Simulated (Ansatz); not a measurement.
# Y12S: the cost of one run

All numbers below are computed with Ansatz 0.2.0 (DFT PBE+D3(BJ), plane waves, PAW, scalar-relativistic, no spin polarisation).

### 1 Starting point

The cell holds 13 atoms (SY12): a = 7.300 Å, b = 7.300 Å, c = 18.734 Å, α = 90.00°, β = 90.00°, γ = 60.00°.

Coordinates:

```cif
data_structure
_symmetry_space_group_name_H-M 'P 1'
_symmetry_Int_Tables_number 1
_cell_length_a 7.3000
_cell_length_b 7.3000
_cell_length_c 18.7341
_cell_angle_alpha 90.000
_cell_angle_beta 90.000
_cell_angle_gamma 60.000
_cell_volume 864.59
loop_
_atom_site_label
_atom_site_type_symbol
_atom_site_fract_x
_atom_site_fract_y
_atom_site_fract_z
_atom_site_occupancy
Y1 Y 0.00000 0.00000 0.05338 1
Y2 Y 0.50000 0.00000 0.05338 1
Y3 Y 0.00000 0.50000 0.05338 1
Y4 Y 0.50000 0.50000 0.05338 1
Y5 Y 0.83333 0.33333 0.20642 1
Y6 Y 0.33333 0.33333 0.20642 1
Y7 Y 0.83333 0.83333 0.20642 1
Y8 Y 0.33333 0.83333 0.20642 1
Y9 Y 0.00000 0.00000 0.35946 1
Y10 Y 0.50000 0.00000 0.35946 1
Y11 Y 0.00000 0.50000 0.35946 1
Y12 Y 0.50000 0.50000 0.35946 1
S1 S 0.75031 0.75041 0.48863 1
```

### 2 Relaxing end A

The input, input.yaml:

```yaml
crystal:
  lattice:
    - [7.3, 0.0, 0.0]
    - [3.65, 6.321985, 0.0]
    - [0.0, 0.0, 18.73415]
  atoms:
    - { symbol: "Y", position: [0.0, 0.0, 0.0533785] }
    - { symbol: "Y", position: [0.5, 0.0, 0.0533785] }
    - { symbol: "Y", position: [0.0, 0.5, 0.0533785] }
    - { symbol: "Y", position: [0.5, 0.5, 0.0533785] }
    - { symbol: "Y", position: [-0.1666667, 0.3333333, 0.2064185] }
    - { symbol: "Y", position: [0.3333333, 0.3333333, 0.2064185] }
    - { symbol: "Y", position: [-0.1666667, 0.8333333, 0.2064185] }
    - { symbol: "Y", position: [0.3333333, 0.8333333, 0.2064185] }
    - { symbol: "Y", position: [0.0, 0.0, 0.3594585] }
    - { symbol: "Y", position: [0.5, 0.0, 0.3594585] }
    - { symbol: "Y", position: [0.0, 0.5, 0.3594585] }
    - { symbol: "Y", position: [0.5, 0.5, 0.3594585] }
    - { symbol: S, position: [0.7503094, 0.7504103, 0.4886344] }
basis:
  ecutwfc: 420.0
kpoints:
  mp_grid: { grid: [3, 3, 1] }
hamiltonian:
  xc: pbe
  dispersion: d3bj
scf:
  occupations: { method: gaussian, width: 0.05 }
  lower_state_search: "off"
relax:
  f_tol: 0.03
  max_steps: 60
  adjacent_minimum: "off"
  constraints: [{ sites: [0, 1, 2, 3] }]
```

Run with:

```sh
$ ansatz run input.yaml --threads 4 --pin off --max-ram 10240MiB --backend cpu --events-out ev --progress --plain --runs-dir out
```

Q: Estimate wall time and peak memory on 4 threads of Intel Xeon Platinum 8488C (Sapphire Rapids), shared host.

About 71 s, with a peak of 1.7 GiB.
